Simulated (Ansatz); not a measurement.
# C3H6BrN: how energies converge with the basis set

How large a basis does C3H6BrN need? Two functionals are run in growing sets.

The runs use Ansatz 0.2.0, Gaussian basis; one geometry, several basis sets.

The runs, in order: PBE0-D4/def2-SVP; ωB97M-V/def2-SVP; PBE0-D4/def2-QZVPP; ωB97M-V/def2-QZVPP; the functionals' def2-TZVPP values are taken from earlier runs.

## Step 1: The geometry

An earlier PBE0-D4 in a triple-zeta def2 set relaxation fixed the geometry.

SMILES `N/C=C/CBr`, 11 atoms, charge 0, spin multiplicity 1.

Atoms are counted from 1 here; the program's logs count them from 0.

Bond lengths: N1–C2 1.370 Å, N1–H6 1.007 Å, N1–H7 1.005 Å, C2–C3 1.339 Å, C2–H8 1.087 Å, C3–C4 1.464 Å, C3–H9 1.086 Å, C4–Br5 1.998 Å, C4–H10 1.088 Å, C4–H11 1.087 Å. Angles: C2–N1–H6 117.1°, C2–N1–H7 117.0°, H6–N1–H7 113.9°, N1–C2–C3 126.6°, N1–C2–H8 114.0°, C3–C2–H8 119.3°, C2–C3–C4 121.9°, C2–C3–H9 120.3°, C4–C3–H9 117.8°, C3–C4–Br5 112.6°, C3–C4–H10 112.9°, C3–C4–H11 113.9°, Br5–C4–H10 104.3°, Br5–C4–H11 102.5°, H10–C4–H11 109.9°.

## Step 2: PBE0-D4 in def2-SVP

File in.yaml:

```yaml
crystal:
  periodic: [false, false, false]
  atoms:
    - {symbol: N, position_ang: [-0.862961, 1.200598, 1.500993]}
    - {symbol: C, position_ang: [-0.643830, 0.282269, 0.508030]}
    - {symbol: C, position_ang: [0.543324, -0.091766, 0.015621]}
    - {symbol: C, position_ang: [0.665990, -1.144155, -0.994124]}
    - {symbol: Br, position_ang: [1.112453, -0.423604, -2.803547]}
    - {symbol: H, position_ang: [-0.107531, 1.829428, 1.718447]}
    - {symbol: H, position_ang: [-1.771187, 1.628606, 1.533901]}
    - {symbol: H, position_ang: [-1.546727, -0.204649, 0.147978]}
    - {symbol: H, position_ang: [1.453589, 0.398879, 0.348801]}
    - {symbol: H, position_ang: [-0.260001, -1.694094, -1.145690]}
    - {symbol: H, position_ang: [1.482280, -1.838411, -0.809912]}
basis:
  gaussian: {orbitals: def2-SVP}
hamiltonian: {xc: pbe0, dispersion: d4}
output: {orbitals: {seedname: orbitals}}
```

Started as:

```
> ansatz run in.yaml --threads 4 --pin off --events-out ev --progress --plain --max-ram 10444MiB
```

The runs that follow: ωB97M-V in def2-SVP; PBE0-D4 in def2-QZVPP; ωB97M-V in def2-QZVPP.

**Question.** What will the summary of the whole plan be? Wanted: PBE0-D4: double and triple zeta above quadruple; ωB97M-V: double and triple zeta above quadruple.

As calculated:

| quantity | value |
| --- | --- |
| PBE0-D4: double and triple zeta above quadruple | 15.47, 1.70 eV |
| ωB97M-V: double and triple zeta above quadruple | 15.63, 1.64 eV |

**Reading.** For PBE0-D4 the step from double to triple zeta gains 13.77 eV and the next only 1.70 eV. These are total energies; as a rule much of such shifts cancels in differences, which this series doesn't test. The LUMO of ωB97M-V is positive and keeps falling with the basis (2.09 to 1.51 eV): an unbound level that the basis holds in place.
